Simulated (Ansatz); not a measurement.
# AlFH4OSi: the cost of one run

Method: RKS PBE0-D4/6-31G*, in Ansatz 0.2.0.

## (1) The structure to begin with

Bond lengths: Al1–H2 1.760 Å, Al1–F3 1.890 Å, Al1–O4 1.780 Å, O4–Si5 1.680 Å, Si5–H6 1.460 Å, Si5–H7 1.460 Å, Si5–H8 1.460 Å. Angles: H2–Al1–F3 40.8°, H2–Al1–O4 158.8°, F3–Al1–O4 160.4°, Al1–O4–Si5 125.0°, O4–Si5–H6 109.5°, O4–Si5–H7 109.5°, O4–Si5–H8 109.5°, H6–Si5–H7 109.4°, H6–Si5–H8 109.4°, H7–Si5–H8 109.4°.

Coordinates:

```xyz
8

Al    0.0000    0.0000    0.0000
H     1.1040    0.0000    1.3707
F     1.8591    0.0000    0.3402
O    -1.5415    0.0000   -0.8900
Si   -2.6907   -1.2238   -0.8267
H    -2.2881   -2.2198    0.1620
H    -3.9833   -0.6595   -0.4496
H    -2.8007   -1.8572   -2.1376
```

## (2) A restrained relaxation towards end A

Springs on the bonds that form and break draw the guess towards this end; the thresholds are loose.

Input file input.yaml:

```yaml
crystal:
  periodic: [false, false, false]
  atoms:
    - { symbol: Al, position_ang: [0.0, 0.0, 0.0] }
    - { symbol: H, position_ang: [1.104, 0.0, 1.3707] }
    - { symbol: F, position_ang: [1.8591, 0.0, 0.3402] }
    - { symbol: O, position_ang: [-1.5415, 0.0, -0.89] }
    - { symbol: Si, position_ang: [-2.6907, -1.2238, -0.8267] }
    - { symbol: H, position_ang: [-2.2881, -2.2198, 0.162] }
    - { symbol: H, position_ang: [-3.9833, -0.6595, -0.4496] }
    - { symbol: H, position_ang: [-2.8007, -1.8572, -2.1376] }
basis:
  gaussian: { orbitals: "6-31G*" }
hamiltonian:
  xc: pbe0
  dispersion: d4
relax:
  f_tol: 0.15
  max_steps: 25
  restrain:
    - { distance: [1, 2], at: 2.12, k: 30.0 }
    - { distance: [0, 1], at: 1.56, k: 30.0 }
    - { distance: [0, 2], at: 1.69, k: 30.0 }
```

The run is started by

```
$ ansatz run input.yaml --threads 1 --pin off --max-ram 2048MiB --backend cpu --events-out ev --progress --plain --runs-dir out
```

What time and memory should one allow on 1 thread of AMD EPYC 9R45 (Zen 5), shared host?

About 13 s, with a peak of 0.18 GiB.
